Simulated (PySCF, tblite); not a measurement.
**C8H13F: geometry, infrared bands and NMR shifts**

Aim: predict the infrared bands and NMR shifts of C8H13F (`C=C=C[C@@H](CF)CCC`).

Programs: tblite 0.8.0 and PySCF 2.14.0, with density-fitted response routines of our own. Each step states its level of theory. These are calculated values for one molecule in the gas phase, unless marked as measured. Atoms count from 0, in the outputs and in this text.

## Step 1: The molecule as given

22 atoms, charge 0, multiplicity 1; geometry from: force field or distance geometry start.

Bonds of the start (Å): C0–C1 1.32, C1–C2 1.29, C2–C3 1.50, C3–C4 1.52, C4–F5 1.38, C3–C6 1.52, C6–C7 1.48, C7–C8 1.53, C0–H9 1.05, C0–H10 1.06, C2–H11 1.05, C3–H12 1.08, C4–H13 1.12, C4–H14 1.11, C6–H15 1.11, C6–H16 1.13, C7–H17 1.12, C7–H18 1.10, C8–H19 1.09, C8–H20 1.10, C8–H21 1.13.

## Step 2: Optimising the geometry with GFN2-xTB

Job settings and geometry (Å):

```
{"job": {"kind": "relax", "xc": "GFN2-xTB", "basis": "xTB"}, "charge": 0, "multiplicity": 1}
C      3.745800     1.284800     0.453100
C      2.610000     0.647700     0.686600
C      1.510300     0.006800     0.917300
C      0.580200    -0.079500    -0.256000
C      0.736900    -1.489000    -0.798400
F      0.389700    -2.381000     0.196600
C     -0.806100     0.146400     0.320000
C     -1.874700     0.086900    -0.703600
C     -3.202700     0.328900     0.022100
H      4.539000     0.692900     0.112400
H      3.708300     2.333000     0.628500
H      1.331800    -0.382400     1.880300
H      0.838600     0.665800    -1.000100
H      1.793200    -1.691700    -1.108700
H      0.035600    -1.675100    -1.641900
H     -0.961200    -0.622300     1.103100
H     -0.790600     1.150900     0.838900
H     -1.931600    -0.948800    -1.124800
H     -1.766300     0.776300    -1.552100
H     -4.037400     0.290600    -0.674400
H     -3.303600    -0.464800     0.777400
H     -3.155800     1.343100     0.522200
```

On the command line:

```
> OMP_NUM_THREADS=1 python probes_run.py task.json out
```

The driver reads the jobs from task.json and runs them one after another.

**Question.** This job is followed by: GFN2-xTB harmonic vibrations, gas phase; GIAO PBE0/pcSseg-1 NMR shielding, non-relativistic, gas phase. Predict these results of the whole session: strongest single infrared mode (GFN2-xTB); zero-point energy (GFN2-xTB); ¹³C shifts against TMS (PBE0/pcSseg-1); ¹H shifts against TMS (PBE0/pcSseg-1, means over atoms taken as alike); ¹⁹F shifts against CFCl3 (PBE0/pcSseg-1).

As calculated:

| quantity | value |
| --- | --- |
| strongest single infrared mode (GFN2-xTB) | 2099 cm⁻¹, 126 km/mol |
| zero-point energy (GFN2-xTB) | 117.2 kcal/mol |
| ¹³C shifts against TMS (PBE0/pcSseg-1) | 218.9, 98.6, 86.7, 77.3, 49.2, 36.5, 25.4, 17.1 ppm |
| ¹H shifts against TMS (PBE0/pcSseg-1, means over atoms taken as alike) | 5.68, 4.96, 4.88, 4.68, 1.89, 1.80, 1.58, 1.27, 1.16, 1.10 ppm |
| ¹⁹F shifts against CFCl3 (PBE0/pcSseg-1) | -267.2 ppm |

What this shows: Relaxing lowered the energy by 0.543 eV in 129 steps; the close pair that moved most is C6–C7, from 1.481 to 1.527 Å. No mode is imaginary among the 60: a minimum at this level. The strongest single mode, at 2099 cm⁻¹, moves mainly C1. GFN2-xTB is a fitted tight-binding method: band positions and strengths are rough. Its intensities can rank the bands wrongly. The most deshielded carbon is C1 (central carbon of an allene), at 218.9 ppm: the central sp carbon of an allene is among the most deshielded carbons of hydrocarbons. At PBE0/pcSseg-1: The widest tensor belongs to C2: span 166 ppm, with a paramagnetic part of -172 ppm.
